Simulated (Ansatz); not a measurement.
# CH₄F₂O₂Sn: how energies converge with the basis set

Aim: see how fast density functionals converge with the basis set for CH₄F₂O₂Sn.

Computed with Ansatz 0.2.0, Gaussian basis. Level: one geometry, several basis sets.

Plan: PBE0-D4/def2-SVP; ωB97M-V/def2-SVP; PBE0-D4/def2-QZVPP; ωB97M-V/def2-QZVPP; the functionals' def2-TZVPP values are taken from earlier runs.

### Step 1. Structure used throughout

An earlier PBE0-D4 in a triple-zeta def2 set relaxation fixed the geometry. Sn takes the def2 core potential; no spin-orbit term is included.

SMILES `C[O][Sn]([OH])([F])[F]`, 10 atoms, charge 0, spin multiplicity 1.

Atoms are counted from 1 here; the program's logs count them from 0.

Bond lengths: C1–O2 1.420 Å, C1–H7 1.092 Å, C1–H8 1.095 Å, C1–H9 1.095 Å, O2–Sn3 1.920 Å, Sn3–O4 1.931 Å, Sn3–F5 1.902 Å, Sn3–F6 1.890 Å, O4–H10 0.962 Å. Angles: O2–C1–H7 106.8°, O2–C1–H8 111.8°, O2–C1–H9 112.2°, H7–C1–H8 108.4°, H7–C1–H9 108.4°, H8–C1–H9 109.0°, C1–O2–Sn3 120.8°, O2–Sn3–O4 112.3°, O2–Sn3–F5 112.5°, O2–Sn3–F6 106.9°, O4–Sn3–F5 107.7°, O4–Sn3–F6 111.8°, F5–Sn3–F6 105.5°, Sn3–O4–H10 112.9°.

### Step 2. PBE0-D4 in def2-SVP

in.yaml reads:

```yaml
crystal:
  periodic: [false, false, false]
  atoms:
    - {symbol: C, position_ang: [-0.221377, -1.747878, 0.213839]}
    - {symbol: O, position_ang: [-0.437262, -0.567080, 0.972632]}
    - {symbol: Sn, position_ang: [-0.145828, 1.165053, 0.197914]}
    - {symbol: O, position_ang: [1.600525, 1.320797, -0.610311]}
    - {symbol: F, position_ang: [-1.437463, 1.593098, -1.131453]}
    - {symbol: F, position_ang: [-0.398146, 2.433919, 1.575782]}
    - {symbol: H, position_ang: [-0.359752, -2.589842, 0.894606]}
    - {symbol: H, position_ang: [-0.942263, -1.842793, -0.604627]}
    - {symbol: H, position_ang: [0.792608, -1.797302, -0.195913]}
    - {symbol: H, position_ang: [1.632160, 1.980825, -1.309573]}
basis:
  gaussian: {orbitals: def2-SVP}
hamiltonian: {xc: pbe0, dispersion: d4}
output: {orbitals: {seedname: orbitals}}
```

Further steps of the session: ωB97M-V in def2-SVP; PBE0-D4 in def2-QZVPP; ωB97M-V in def2-QZVPP.

Q: Predict the results of all the runs planned. Wanted: PBE0-D4: double and triple zeta above quadruple; ωB97M-V: double and triple zeta above quadruple.

As calculated:

| quantity | value |
| --- | --- |
| PBE0-D4: double and triple zeta above quadruple | 14.76, 0.73 eV |
| ωB97M-V: double and triple zeta above quadruple | 15.05, 0.69 eV |

**Reading.** For PBE0-D4 the step from double to triple zeta gains 14.04 eV and the next only 0.73 eV. These are total energies; as a rule much of such shifts cancels in differences, which this series doesn't test.
